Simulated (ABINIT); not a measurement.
Crystal: MgGe2.

```
CELL_PARAMETERS angstrom
5.52149 -1.84985 0.00000
5.52149 1.84985 0.00000
-3.21762 0.00000 6.00777
ATOMIC_POSITIONS crystal
Ge 0.52923 0.52923 0.29362
Ge 0.47077 0.47077 0.70638
Ge 0.88039 0.88039 0.98544
Ge 0.11961 0.11961 0.01456
Mg 0.81529 0.81529 0.34925
Mg 0.18471 0.18471 0.65075
```

The cell comes from a database or a generator and needn't be the stable form of this composition.

Base run:

- Program: ABINIT 10.8.3 (patched build)
- Functional: LDA
- Potentials or basis: JTH PAW LDA v2.0
- Cutoff: 599 eV
- k mesh: 7 × 7 × 4
- Occupations: fermi-dirac, width 0.05 eV
- Spin: no spin polarisation

Its results: band gap on the k mesh none (metal or under the smearing width); pressure -4.8 GPa; largest force 0.284 eV/Å.

Problem. The run is repeated on the same cell with these changes: functional from LDA to PBE; potentials or basis from JTH PAW LDA v2.0 to JTH PAW PBE v2.0. What comes out?

Solution. Band gap on the k mesh none (metal or under the smearing width); pressure -0.8 GPa; largest force 0.136 eV/Å.
